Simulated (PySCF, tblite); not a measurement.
# C4H9FNSi2 radical: geometry, infrared bands and EPR parameters

Aim: predict the infrared bands and EPR parameters of C4H9FNSi2 radical (`C[SiH]C[C@](F)([SiH3])C#N`).

The runs use tblite 0.8.0 and PySCF 2.14.0, with density-fitted response routines of our own; the level of theory stands in each step. All values are computed, except where a source is named. Atoms count from 0, in the outputs and in this text.

## (1) Starting geometry

17 atoms, charge 0, multiplicity 2; geometry from: force field or distance geometry start.

Bonds of the start (Å): C0–Si1 1.86, Si1–C2 1.88, C2–C3 1.56, C3–F4 1.35, C3–Si5 1.90, C3–C6 1.48, C6–N7 1.16, C0–H8 1.09, C0–H9 1.10, C0–H10 1.09, Si1–H11 1.49, C2–H12 1.10, C2–H13 1.10, Si5–H14 1.48, Si5–H15 1.49, Si5–H16 1.49.

## (2) Optimising the geometry with GFN2-xTB

Job settings and geometry (Å):

```
{"job": {"kind": "relax", "xc": "GFN2-xTB", "basis": "xTB"}, "charge": 0, "multiplicity": 2}
C      3.195000    -0.221800    -0.329600
Si     1.478200    -0.711600    -0.858900
C      0.179600     0.156000     0.180600
C     -1.286800     0.049100    -0.327300
F     -1.316000     0.469400    -1.614000
Si    -2.503300     1.145800     0.627500
C     -1.785000    -1.345400    -0.274900
N     -2.167100    -2.437900    -0.216000
H      3.950800    -0.730700    -0.929200
H      3.363700    -0.472100     0.725000
H      3.332900     0.857200    -0.445900
H      1.314200    -2.182800    -0.689400
H      0.247800    -0.197000     1.222000
H      0.464500     1.217900     0.184500
H     -3.882100     1.073400     0.083600
H     -2.062300     2.569300     0.579500
H     -2.531000     0.773300     2.072700
```

Command:

```sh
> OMP_NUM_THREADS=1 python probes_run.py task.json out
```

One launch serves the whole session: the jobs run in the order shown.

Log:

```text
step      E/eV     max force
  0    -656.90104    1.983
  1    -657.00784    4.318
  2    -657.01870    3.152
  3    -657.09671    0.493
  4    -657.10781    0.394
  5    -657.12743    0.630
  6    -657.13452    0.356
  7    -657.13887    0.148
  8    -657.14181    0.212
  9    -657.14482    0.224
 10    -657.14736    0.146
 11    -657.14954    0.107
 12    -657.15117    0.152
 13    -657.15249    0.146
 14    -657.15370    0.082
 15    -657.15478    0.085
 16    -657.15557    0.076
 17    -657.15606    0.060
 18    -657.15639    0.042
 19    -657.15666    0.045
 20    -657.15696    0.049
 21    -657.15731    0.056
 22    -657.15766    0.047
 23    -657.15794    0.035
 24    -657.15813    0.030
 25    -657.15825    0.025
 26    -657.15838    0.031
 27    -657.15855    0.035
 28    -657.15874    0.035
 29    -657.15890    0.036
 30    -657.15902    0.029
 31    -657.15915    0.032
 32    -657.15929    0.036
 33    -657.15944    0.030
 34    -657.15955    0.023
 35    -657.15962    0.024
 36    -657.15969    0.024
 37    -657.15978    0.031
 38    -657.15993    0.041
 39    -657.16015    0.045
 40    -657.16043    0.042
 41    -657.16073    0.048
 42    -657.16098    0.049
 43    -657.16120    0.041
 44    -657.16141    0.036
 45    -657.16163    0.036
 46    -657.16187    0.046
 47    -657.16210    0.047
 48    -657.16232    0.035
 49    -657.16254    0.041
 50    -657.16275    0.043
 51    -657.16294    0.035
 52    -657.16307    0.024
 53    -657.16315    0.021
 54    -657.16321    0.021
 55    -657.16332    0.034
 56    -657.16352    0.053
 57    -657.16377    0.058
 58    -657.16399    0.038
 59    -657.16414    0.025
 60    -657.16425    0.024
 61    -657.16435    0.026
 62    -657.16446    0.028
 63    -657.16457    0.024
 64    -657.16469    0.027
 65    -657.16483    0.031
 66    -657.16499    0.027
 67    -657.16512    0.021
 68    -657.16522    0.021
 69    -657.16528    0.024
 70    -657.16533    0.017
 71    -657.16539    0.018
 72    -657.16549    0.024
 73    -657.16558    0.034
 74    -657.16571    0.040
 75    -657.16584    0.033
 76    -657.16596    0.034
 77    -657.16609    0.029
 78    -657.16623    0.038
 79    -657.16641    0.046
 80    -657.16662    0.043
 81    -657.16682    0.039
 82    -657.16702    0.043
 83    -657.16721    0.041
 84    -657.16735    0.034
 85    -657.16740    0.035
 86    -657.16753    0.025
 87    -657.16765    0.028
 88    -657.16783    0.042
 89    -657.16804    0.039
 90    -657.16821    0.032
 91    -657.16832    0.024
 92    -657.16842    0.024
 93    -657.16855    0.061
 94    -657.16871    0.038
 95    -657.16887    0.049
 96    -657.16898    0.024
 97    -657.16906    0.026
 98    -657.16915    0.042
 99    -657.16923    0.044
100    -657.16929    0.030
101    -657.16934    0.016
102    -657.16941    0.029
103    -657.16950    0.059
104    -657.16961    0.051
105    -657.16972    0.052
106    -657.16979    0.015
107    -657.16984    0.015
108    -657.16988    0.017
109    -657.16993    0.044
110    -657.16998    0.018
111    -657.17002    0.019
112    -657.17006    0.016
113    -657.17009    0.013
114    -657.17014    0.014
115    -657.17020    0.017
116    -657.17026    0.023
117    -657.17034    0.027
118    -657.17047    0.026
119    -657.17066    0.031
120    -657.17081    0.051
121    -657.17087    0.048
122    -657.17107    0.021
123    -657.17113    0.022
124    -657.17120    0.015
125    -657.17125    0.012
126    -657.17131    0.013
127    -657.17133    0.013
128    -657.17136    0.011
129    -657.17138    0.011
130    -657.17140    0.011
131    -657.17141    0.009
```

Wall time 0.93 s (1 thread of Arm Neoverse V2, shared host); peak memory 0.18 GiB.

The steps of the relaxation: (not every step is listed)

```csv
step,energy from step 0 (eV),largest force (eV/Å)
0,0.0000,1.9828
1,-0.1068,4.3185
2,-0.1177,3.1520
3,-0.1957,0.4930
4,-0.2068,0.3943
5,-0.2264,0.6297
6,-0.2335,0.3556
7,-0.2378,0.1477
8,-0.2408,0.2116
19,-0.2556,0.0447
30,-0.2580,0.0287
41,-0.2597,0.0481
52,-0.2620,0.0237
63,-0.2635,0.0240
74,-0.2647,0.0401
85,-0.2664,0.0347
96,-0.2679,0.0237
107,-0.2688,0.0154
118,-0.2694,0.0257
126,-0.2703,0.0128
127,-0.2703,0.0128
128,-0.2703,0.0106
129,-0.2703,0.0114
130,-0.2704,0.0114
131,-0.2704,0.0086
```

Distances of close pairs at the start and the end, largest changes first:

```csv
bond,before (Å),after (Å),change (Å)
C3–F4,1.354,1.406,+0.052
C3–Si5,1.896,1.943,+0.047
C3–C6,1.482,1.436,-0.045
Si1–C2,1.876,1.921,+0.045
C0–Si1,1.862,1.898,+0.036
C2–C3,1.556,1.524,-0.032
Si5–H16,1.493,1.461,-0.031
Si5–H15,1.491,1.461,-0.030
```

The next job starts from the end point, and lists it.

## (3) Harmonic vibrations with GFN2-xTB

Job settings and geometry (Å):

```
{"job": {"kind": "ir", "xc": "GFN2-xTB", "basis": "xTB"}, "charge": 0, "multiplicity": 2}
C      3.177378    -0.382080    -0.230759
Si     1.459363    -0.419338    -1.037031
C      0.185763     0.369840     0.165647
C     -1.240924     0.054615    -0.266736
F     -1.369318     0.324618    -1.640508
Si    -2.584119     1.142213     0.621381
C     -1.535534    -1.332713    -0.038945
N     -1.797435    -2.419187     0.209878
H      3.921876    -0.803858    -0.897662
H      3.186359    -0.969239     0.686202
H      3.491851     0.627116     0.019076
H      1.024128    -1.764234    -1.416408
H      0.324444    -0.019318     1.178091
H      0.311608     1.452837     0.218059
H     -3.886686     0.762416     0.089869
H     -2.217182     2.513475     0.277231
H     -2.458571     0.874867     2.052706
```

Log:

```text
mode    cm-1     km/mol
  1      27.1      0.91
  2      55.5      0.30
  3      92.5      1.97
  4     110.5      0.95
  5     117.6      1.57
  6     124.4      1.54
  7     162.6      9.34
  8     185.4      0.56
  9     193.4      0.90
 10     272.1      7.14
 11     350.4      9.32
 12     456.3     12.72
 13     462.4      6.46
 14     530.3     39.13
 15     548.9     33.88
 16     574.9     48.29
 17     595.0     80.30
 18     673.5     23.92
 19     703.8     25.68
 20     749.4    165.34
 21     757.2    139.09
 22     761.0    158.04
 23     765.2    110.64
 24     777.0    305.72
 25     832.1     62.03
 26     835.2     90.10
 27     926.4     62.47
 28     980.6     28.79
 29    1081.8      5.81
 30    1202.5     10.15
 31    1237.0     21.78
 32    1366.7      3.15
 33    1461.2      0.37
 34    1481.3      0.47
 35    1490.1      1.26
 36    2256.2    242.32
 37    2300.1    165.07
 38    2308.6    309.68
 39    2337.7    275.67
 40    2382.0    209.76
 41    2941.6     27.56
 42    2971.6     18.72
 43    2993.6     25.94
 44    3038.4     20.09
 45    3055.9     21.19
```

It took 0.64 s on 1 thread of Arm Neoverse V2, shared host; peak memory 0.18 GiB.

Which atoms move in the most intense modes:

```csv
cm⁻¹,km/mol,atoms
749,165.3,"H16 60 %, H15 22 %, H14 13 %"
761,158.0,"H14 25 %, H15 24 %, C0 12 %, Si1 11 %"
777,305.7,"H15 30 %, H14 26 %, H16 23 %"
2256,242.3,H11 97 %
2300,165.1,"H16 84 %, H15 13 %"
2309,309.7,"H15 83 %, H16 13 %"
2338,275.7,H14 96 %
2382,209.8,"C6 59 %, N7 40 %"
```

## (4) g tensor and hyperfine couplings: B3LYP/pcH-1

Settings changed since step 3:

```diff
@@ -1,2 +1,2 @@
-{"job": {"kind": "ir", "xc": "GFN2-xTB", "basis": "xTB"}, "charge": 0, "multiplicity": 2}
+{"job": {"kind": "epr", "basis": "pcH-1"}, "charge": 0, "multiplicity": 2}
 C      3.177378    -0.382080    -0.230759
```

Method: UKS B3LYP, pcH-1 on C F H N Si, non-relativistic, mean-field spin-orbit, GIAO.

Log:

```text
UKS, coarse grid
  cycle   1  E = -891.27562794  |g| = 5.40e-01
  cycle   2  E = -891.00335784  |g| = 9.88e-01
  cycle   3  E = -891.37242031  |g| = 2.11e-01
  cycle   4  E = -891.38983858  |g| = 6.56e-02
  cycle   5  E = -891.39142621  |g| = 2.18e-02
  cycle   6  E = -891.39158774  |g| = 4.75e-03
  cycle   7  E = -891.39159795  |g| = 1.25e-03
  cycle   8  E = -891.39159927  |g| = 3.11e-04
UKS, final grid
  cycle   1  E = -891.39157138  |g| = 3.00e-04
  cycle   2  E = -891.39157137  |g| = 3.40e-04
  cycle   3  E = -891.39157142  |g| = 5.10e-05
  cycle   4  E = -891.39157142  |g| = 2.80e-05
E = -891.39157142 Eh   <S^2> = 0.7513 (exact 0.7500)
g shifts (ppm)      1          2          3
  rmc          -138       -138       -138
  gc              3         55         71
  oz_so          43       1452       2199
  total         -92       1369       2132
hyperfine (MHz)  atom isotope    a_iso     a_fc   dipolar eigenvalues
    0   13C      25.36      25.33     -4.28     -4.08      8.36
    1  29Si    -519.93    -521.00   -174.34     86.63     87.71
    2   13C      15.65      15.63     -3.62     -3.08      6.70
    3   13C      -0.85      -0.85     -0.64     -0.24      0.88
    4   19F      13.82      13.81    -13.91    -13.04     26.95
    5  29Si      -2.33      -2.34     -0.57      0.25      0.32
    6   13C      -0.18      -0.18     -0.40     -0.32      0.73
    7   14N       0.19       0.19     -0.16     -0.06      0.22
    8    1H       1.78       1.77     -4.37     -2.50      6.86
    9    1H      63.73      63.73     -4.23      0.27      3.96
   10    1H       3.58       3.57     -4.42     -2.58      7.00
   11    1H      54.94      54.92     -9.55      0.81      8.74
   12    1H      39.47      39.47     -3.80     -0.10      3.91
   13    1H       9.86       9.85     -4.22     -2.72      6.94
   14    1H       0.18       0.18     -0.43     -0.41      0.84
   15    1H       0.08       0.08     -0.67     -0.60      1.27
   16    1H      -0.07      -0.07     -0.57     -0.49      1.06
```

Run time: 2.4 min. Hardware: 1 thread of Arm Neoverse V2, shared host; peak memory 1.1 GiB.

Principal g values 2.00223, 2.00369, 2.00445; g(iso) = 2.00346, against 2.00232 for a free electron.

Mean a(iso) over the nuclei that a row names, and the largest dipolar term of the row (other rows stand at the frozen geometry):

```csv
nuclei,isotope,a(iso) (MHz),"a(iso) (G, at g = 2.0023)",largest dipolar term (MHz)
Si1,29Si,-519.9,-185.5,-174.3
H11,1H,54.9,19.6,-9.5
H12,1H,39.5,14.1,3.9
C0,13C,25.4,9.0,8.4
"H8, H9, H10",1H,23.0,8.2,7.0
C2,13C,15.7,5.6,6.7
F4,19F,13.8,4.9,26.9
H13,1H,9.9,3.5,6.9
Si5,29Si,-2.3,-0.8,-0.6
C3,13C,-0.9,-0.3,0.9
N7,14N,0.2,0.1,0.2
C6,13C,-0.2,-0.1,0.7
"H14, H15, H16",1H,0.1,0.0,1.3
```

Mulliken spin populations:

C0 0.00; Si1 0.96; C2 0.00; C3 0.00; F4 0.00; Si5 0.00; C6 0.00; N7 0.00; H8 0.00; H9 0.02; H10 0.00; H11 0.01; H12 0.01; H13 0.00; H14 0.00; H15 0.00; H16 0.00

In first order the couplings over 0.8 MHz of 1H, 19F give 64 distinct lines over 66.8 G, if the averaged nuclei exchange fast; the same motion can average rows kept apart here too.

The fields below are evaluated on a grid from the run's orbitals.

ELF in a plane through or near 5 of the atoms.

Ten even steps from '0' (0.00) to '9' (1.00):
```
0000000000000000000000000000
0000000000000000000000000000
0000000000000000000000000000
0000000000000000000000000000
0000000100000000014651000000
0000038980004882028983000000
0000169992007996028983000000
0000159992006996014332100000
0000246574125354250764641000
0003898648368248794519996100
0005998477238677288269998100
0002885343223127873159996000
0000110005882046264004871000
0000000018992056476100000000
0000000019990057875100000000
0000000015730035654100000000
0000000000000024542000000000
0000000000000001110000000000
0000000000000000000000000000
0000000000000000000000000000
```
The map spans 13.4 Å across and 10.4 Å up, centred on the molecule. Atoms in the plane (x, y in Å): C0 (-3.2, 0.3), C2 (-0.1, 0.4), Si5 (2.8, 0.6), C6 (1.2, -1.6), H10 (-3.3, 1.4).

log10 of the density (e/Å³) in the same plane.

Values, 10 rows by 14 columns:
```
-4.0 -4.0 -4.0 -4.0 -4.0 -4.0 -4.0 -4.0 -4.0 -4.0 -4.0 -4.0 -4.0 -4.0
-4.0 -4.0 -4.0 -4.0 -4.0 -4.0 -4.0 -4.0 -4.0 -3.6 -3.6 -4.0 -4.0 -4.0
-4.0 -4.0 -3.5 -2.7 -2.7 -3.4 -2.8 -2.5 -2.6 -2.0 -2.0 -2.8 -4.0 -4.0
-4.0 -3.7 -2.2 -1.0 -1.0 -2.1 -1.2 -0.8 -1.7 -0.8 -0.7 -1.9 -3.1 -4.0
-4.0 -2.8 -1.3 -0.1  0.0 -0.9 -0.2  0.2 -0.7 -0.2  0.7 -1.0 -2.3 -3.7
-4.0 -2.6 -0.9  0.0  0.0 -0.5 -0.2  0.0  0.2 -0.3 -0.3 -0.4 -1.9 -3.5
-4.0 -3.5 -2.2 -1.8 -1.4 -0.6 -1.1 -0.6  0.4 -0.7 -1.7 -1.8 -2.7 -4.0
-4.0 -4.0 -3.9 -3.2 -2.1 -1.2 -1.6 -0.8  0.0 -0.9 -2.3 -3.3 -3.9 -4.0
-4.0 -4.0 -4.0 -4.0 -3.3 -2.8 -2.8 -1.7 -1.2 -1.7 -3.1 -4.0 -4.0 -4.0
-4.0 -4.0 -4.0 -4.0 -4.0 -4.0 -4.0 -3.3 -2.9 -3.3 -4.0 -4.0 -4.0 -4.0
```
The map spans 13.4 Å across and 10.4 Å up, centred on the molecule. Atoms in the plane (x, y in Å): C0 (-3.2, 0.3), C2 (-0.1, 0.4), Si5 (2.8, 0.6), C6 (1.2, -1.6), H10 (-3.3, 1.4).

On the surface of density 0.002 e/bohr³ the electrostatic potential runs, from the 1st to the 99th percentile, from -1.63 V near N7 to 1.42 V near H15.

The spin density lies nearest to Si1 70 %; H11 10 %.

## (5) Summary of results

```
                                                                  quantity                    value
                                 strongest single infrared mode (GFN2-xTB)    2309 cm⁻¹, 310 km/mol
                                              zero-point energy (GFN2-xTB)            70.8 kcal/mol
                                                            g(iso) (B3LYP)                  2.00346
                                                                      ⟨S²⟩       0.751 (exact 0.75)
                                        largest a(iso) (averaged by class)  29Si on Si1, -519.9 MHz
potential on the surface of density 0.002 e/bohr³, 1st and 99th percentile       -1.63 V and 1.42 V
```

What this shows: Relaxing lowered the energy by 0.270 eV in 131 steps; the close pair that moved most is C3–F4, from 1.354 to 1.406 Å. No mode is imaginary among the 45: a minimum at this level. The strongest single mode, at 2309 cm⁻¹, moves mainly H15. GFN2-xTB is a fitted tight-binding method: band positions and strengths are rough. Its intensities can rank the bands wrongly. Most of the unpaired spin sits on Si1 (0.96 e). The isotropic g lies 1.1 ppt above the free-electron value. These values are for one conformer; the search (at its own cheap level) found 2 more, at 0.08, 0.21 kcal/mol, and measured spectra average over such forms.
